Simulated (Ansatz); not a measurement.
BFH2OS, SMILES OB(F)S, an atomisation energy

Program: Ansatz's Python interface.

`tae_bfh2os.py`
```python
# -*- coding: utf-8 -*-
'''Energy to split BFH2OS into its atoms.'''

from collections import Counter
from dataclasses import dataclass

import ansatz as az


@dataclass(frozen=True)
class RunConfig:
    basis: str = 'pcseg-2'
    functional: str = 'cam_b3lyp'


opts = RunConfig()


def single_point(molecule, charge=0, unpaired=0):
    calc = molecule.calculation().basis(gaussian=opts.basis).functional(opts.functional)
    if charge:
        calc = calc.charge(charge)
    if unpaired:
        calc = calc.spin('collinear', total=unpaired)
    return calc.run().report['free_energy_ev']

system = (
    az.Crystal.molecule()
    .atom('O', (1.26218, 0.66129, -0.15446))
    .atom('B', (0.13271, -0.02148, -0.00541))
    .atom('F', (0.16596, -1.35365, 0.14975))
    .atom('S', (-1.45789, 0.81901, -0.00868))
    .atom('H', (2.08512, 0.17059, -0.14762))
    .atom('H', (-2.18808, -0.27576, 0.16642))
)

# unpaired electrons of the ground-state atoms
unpaired = {'O': 2, 'B': 1, 'F': 1, 'S': 2, 'H': 1}
counts = Counter(site.symbol for site in system.cartesian_sites)
atom_energy = {s: single_point(az.Crystal.molecule().atom(s, (0, 0, 0)), 0, unpaired[s]) for s in counts}
whole = single_point(system, 0, 0)
for s, e in atom_energy.items():
    print(f'{s:2s} x{counts[s]}  {e:14.5f} eV')
print(f'BFH2OS: {whole:.5f} eV')
split = sum(counts[s] * e for s, e in atom_energy.items()) - whole
print(f'atomisation energy (no zero-point term): {96.485332 * split:.1f} kJ/mol, {split / sum(counts.values()):.3f} eV an atom')
```

Output of `python tae_bfh2os.py`:
```text
O  x1     -2042.82636 eV
B  x1      -670.50628 eV
F  x1     -2714.21996 eV
S  x1    -10833.83346 eV
H  x2       -13.57911 eV
BFH2OS: -16313.73844 eV
atomisation energy (no zero-point term): 2430.9 kJ/mol, 4.199 eV an atom
```

2430.9 kJ/mol from the electronic energies, without the zero-point term.

Reading the output:
- Total energies depend on the basis set; only differences at equal settings carry meaning.
- The geometry is a force-field or estimated start, not a minimum of this method, and the basis set is short of its limit. All parts are taken at fixed geometry, without zero-point energy.
- Hardware and time: 5.5 s on 1 thread of Arm Neoverse V2, with other jobs on the host, peak memory 0.34 GiB.
